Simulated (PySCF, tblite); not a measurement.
# C₆H₉B: geometry, infrared bands and NMR shifts

Aim: predict the infrared bands and NMR shifts of C₆H₉B (`B/C=C\CCC#C`).

Programs: tblite 0.8.0 and PySCF 2.14.0, with density-fitted response routines of our own. Each step states its level of theory. These are calculated values for one molecule in the gas phase, unless marked as measured. Atoms are numbered from 0 throughout.

## (1) The starting structure

16 atoms, charge 0, multiplicity 1; geometry from: force field or distance geometry start.

Bonds of the start (Å): B0–C1 1.56, C1–C2 1.34, C2–C3 1.49, C3–C4 1.51, C4–C5 1.48, C5–C6 1.21, B0–H7 1.21, B0–H8 1.20, C1–H9 1.09, C2–H10 1.08, C3–H11 1.12, C3–H12 1.10, C4–H13 1.10, C4–H14 1.13, C6–H15 1.07.

## (2) Optimising the geometry with GFN2-xTB

The job: settings as JSON, then the geometry in Å.

```
{"job": {"kind": "relax", "xc": "GFN2-xTB", "basis": "xTB"}, "charge": 0, "multiplicity": 1}
B     -2.660300    -0.474200    -0.443300
C     -1.363900    -1.337400    -0.460600
C     -0.205400    -0.888100     0.044600
C     -0.103800     0.480300     0.618800
C      0.920900     1.314600    -0.118600
C      2.238900     0.655300    -0.054700
C      3.318300     0.107800     0.007900
H     -2.957100     0.232600     0.488100
H     -3.582100    -0.991000    -1.002500
H     -1.354100    -2.349000    -0.856400
H      0.668100    -1.518200     0.016200
H      0.282300     0.416100     1.665000
H     -1.078400     0.986800     0.618000
H      0.661500     1.429200    -1.179600
H      0.949900     2.333000     0.361900
H      4.257600    -0.388800     0.086000
```

On the command line:

```bash
$ OMP_NUM_THREADS=1 python probes_run.py task.json out
```

This one command runs all jobs of the session in turn.

**Question.** This job is followed by: GFN2-xTB harmonic vibrations, gas phase; GIAO PBE0/pcSseg-1 NMR shielding, non-relativistic, gas phase. Predict these results of the whole session: strongest single infrared mode (GFN2-xTB); zero-point energy (GFN2-xTB); 13C shifts against TMS (PBE0/pcSseg-1); 1H shifts against TMS (PBE0/pcSseg-1, means over atoms taken as alike); 11B shifts against BF3·OEt2 (PBE0/pcSseg-1).

**Answer**, as computed:

| quantity | value |
| --- | --- |
| strongest single infrared mode (GFN2-xTB) | 845 cm⁻¹, 183 km/mol |
| zero-point energy (GFN2-xTB) | 79.1 kcal/mol |
| 13C shifts against TMS (PBE0/pcSseg-1) | 177.8, 141.7, 88.2, 77.0, 35.0, 21.9 ppm |
| 1H shifts against TMS (PBE0/pcSseg-1, means over atoms taken as alike) | 8.07, 7.34, 7.08, 2.88, 2.42, 1.53 ppm |
| 11B shifts against BF3·OEt2 (PBE0/pcSseg-1) | 67.0 ppm |

The optimisation took 84 steps and gained 0.398 eV; among the close pairs (by a distance rule), B0–H7 changed most, from 1.206 to 1.170 Å. The lowest mode is slightly imaginary (18i cm⁻¹), a soft motion within the noise of the Hessian, so the minimum is not strictly shown. The strongest single mode, at 845 cm⁻¹, has its largest shares on H8, B0 and H7 (the list is cut at 3 atoms). GFN2-xTB is a fitted tight-binding method: band positions and strengths are rough. Its intensities can rank the bands wrongly. At PBE0/pcSseg-1: The widest tensor belongs to C5: span 298 ppm, with a paramagnetic part of -165 ppm.
